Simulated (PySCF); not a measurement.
# GeC⁺ (quartet): basis, grid and Hamiltonian

The method stays; parts of the set-up, such as the basis or the Hamiltonian, are changed.

The runs use PySCF 2.14.0; method and basis as typed in the scripts.

2 further runs of the same task are left out: 2 that didn't finish.

**1. Where the work starts**

GeC⁺ (quartet): 2 atoms, charge 1, spin multiplicity 4.

Bond lengths: Ge1–C2 1.970 Å.

**2. Base script**

File input.py:

```python
from pyscf import gto, scf, ci

mol = gto.M(
    atom='Ge 0 0 0; C 0 0 1.97',
    basis='cc-pvdz',
    charge=1,
    spin=3,
    symmetry=True,
    verbose=4,
)
mf = scf.UHF(mol)
mf.kernel()
ci.CISD(mf, frozen=10).kernel()
mf.dip_moment()
print('orbital energies (hartree):', [e[max(0, n-3):n+3].round(4) for e, n in zip(mf.mo_energy, mol.nelec)])
```

Started as:

```
$ OMP_NUM_THREADS=1 python input.py
```

Its log is not repeated here.

It gives: E(SCF) = -2112.776991 Eh, 14 cycles, E(CISD) − E(SCF) = -0.14926 Eh, ⟨S²⟩ = 3.753.

The bond length is a typed value, not an optimised one. The dipole of an ion depends on the origin. The quartet is typed in the script; nothing here shows that it is the ground state.

**3. Cartesian functions on**

Variant 1 changes Cartesian functions: off → on.

File input.py:

```python
from pyscf import gto, scf, ci

mol = gto.M(
    atom='Ge 0 0 0; C 0 0 1.97',
    basis='cc-pvdz',
    charge=1,
    spin=3,
    symmetry=True,
    cart=True,
    verbose=4,
)
mf = scf.UHF(mol)
mf.kernel()
ci.CISD(mf, frozen=10).kernel()
mf.dip_moment()
print('orbital energies (hartree):', [e[max(0, n-3):n+3].round(4) for e, n in zip(mf.mo_energy, mol.nelec)])
```

Started as:

```
$ OMP_NUM_THREADS=1 python input.py
```

**4. X2c-svpall (X2C on)**

Variant 2 changes basis set: cc-pvdz → x2c-svpall; spin-free X2C: off → on.

input.py, as its differences from that of step 2:

```diff
@@ -4,3 +4,3 @@
     atom='Ge 0 0 0; C 0 0 1.97',
-    basis='cc-pvdz',
+    basis='x2c-svpall',
     charge=1,
@@ -11,2 +11,3 @@
 mf = scf.UHF(mol)
+mf = mf.sfx2c1e()
 mf.kernel()
```

**5. Spin-free X2C on**

Variant 3 changes spin-free X2C: off → on.

input.py, as its differences from that of step 2:

```diff
@@ -11,2 +11,3 @@
 mf = scf.UHF(mol)
+mf = mf.sfx2c1e()
 mf.kernel()
```

What does the calculation give? Wanted: for each run, E(SCF); from base; gap, α spin; after the SCF.

**Answer**, as computed:

| run | E(SCF) (hartree) | from base (eV) | cycles | gap, α spin (eV) | functions | after the SCF |
| --- | --- | --- | --- | --- | --- | --- |
| base | -2112.776991 | 0 | 14 | 11.60 | 41 | CISD correlation -4.061 eV, core frozen |
| Cartesian functions on | -2112.777750 | -0.0206 | 14 | 11.60 | 44 | CISD correlation -4.148 eV, core frozen |
| x2c-svpall (X2C on) | -2134.159275 | not comparable | 14 | 11.65 | 46 | CISD correlation -6.521 eV, core frozen |
| spin-free X2C on | -2129.907684 | -466.1499 | 14 | 11.63 | 41 | CISD correlation -4.068 eV, core frozen |

The largest comparable shift of the SCF energy, -466.150 eV, comes with the run “spin-free X2C on”. Scalar relativity lowers the total energy by 466.15 eV, nearly all of it in the inner shells; a basis contracted without relativity catches only part of it.
